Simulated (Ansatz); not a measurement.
# CHFGe+ (doublet): wave-function methods side by side, cc-pVDZ

An exercise on one series of results from a longer session: the logs are not shown, and one member is left open.

Program: Ansatz 0.2.0, Gaussian basis. Level of theory: cc-pVDZ, core rule «outside noble gas», up to 16 orbitals frozen. These are calculated values, not measurements.

The runs, in order: UHF; CCSD(T) on ROHF; CCSD(T) on UHF; BCCD(T) on ROHF; CISD as a restricted active space (open shells left free, so some higher excitations enter); CCSDT(Q) on ROHF; CCSDT(Q) on UHF.

9 further runs of the same task are left out: 2 for a known fault of the program, 1 that didn't finish, 6 set aside as unsound or not needed. Runs told in other sessions of the task aren't counted.

## The geometry

The geometry is a PBE0/def2-TZVP stationary point (not a proven minimum) of the parent state, kept for this charge and spin. No spin-orbit coupling is included. The filled d shell of Ge may be among the frozen orbitals whatever the setting's name suggests.

4 atoms, charge 1, spin multiplicity 2.

Atoms are counted from 1 here; the program's logs count them from 0.

Bond lengths: F1–C2 1.297 Å, C2–Ge3 1.952 Å, Ge3–H4 1.585 Å. Angles: F1–C2–Ge3 126.2°, C2–Ge3–H4 90.7°.

The first run:

in.yaml reads:

```yaml
crystal:
  periodic: [false, false, false]
  atoms:
    - {symbol: F, position_ang: [0.000000, -0.178389, 2.174912]}
    - {symbol: C, position_ang: [0.000000, 0.564387, 1.112124]}
    - {symbol: Ge, position_ang: [0.000000, -0.066466, -0.735166]}
    - {symbol: H, position_ang: [0.000000, 1.427192, -1.264730]}
basis:
  gaussian: {orbitals: cc-pVDZ}
total_charge: 1
magnetization: {spin_polarized: true, initial_magnetization: 1}
hamiltonian: {xc: hf}
output: {orbitals: {seedname: orbitals}}
```

Launch:

```console
$ ansatz run in.yaml --threads 1 --pin off --events-out ev --progress --plain --max-ram 2560MiB --backend cpu
```

Steps of the session up to this table: UHF; CCSD(T) on ROHF; CCSD(T) on UHF; BCCD(T) on ROHF; CISD as a restricted active space (open shells left free, so some higher excitations enter); CCSDT(Q) on ROHF; CCSDT(Q) on UHF.

One of the session's tables, all rows but one given; the rest of the session is left out.

```
   method  from RCCSDT(Q) (kcal/mol)
     ROHF                    +263.16
     RMP2                     +35.84
     UMP2                     +41.20
    RCCSD                     +13.07
    UCCSD                     +13.75
 RCCSD(T)                      +2.82
 UCCSD(T)                      +2.97
  BCCD(T)                      +2.63
   RCCSDT                      +1.04
   UCCSDT                      +1.14
RCCSDT(Q)                          0
UCCSDT(Q)                          ?
```

**Question.** Estimate the row for UCCSDT(Q).

As computed: from RCCSDT(Q) (kcal/mol): -0.32. In the column «from RCCSDT(Q) (kcal/mol)» it is the lowest.

Not comparable, so not listed: CISD as a restricted active space (open shells left free, so some higher excitations enter) (they don't share determinant, frozen orbitals or solution with the rows shown, or repeat one).

To keep in mind: The determinant of HF (⟨S²⟩ 1.39) is far from a pure spin state, so its energy mixes those of several spin states; that is harmless only where they are near-degenerate. Left out of the table: UHF (another determinant or state than the rows shown). Warnings: spin contamination; coupled cluster took another determinant than the lowest; large T1 diagnostic. Restricted and unrestricted rows rest on different reference determinants; a gap between their highest levels can come from leftover correlation error, from unlike frozen cores or from another state.
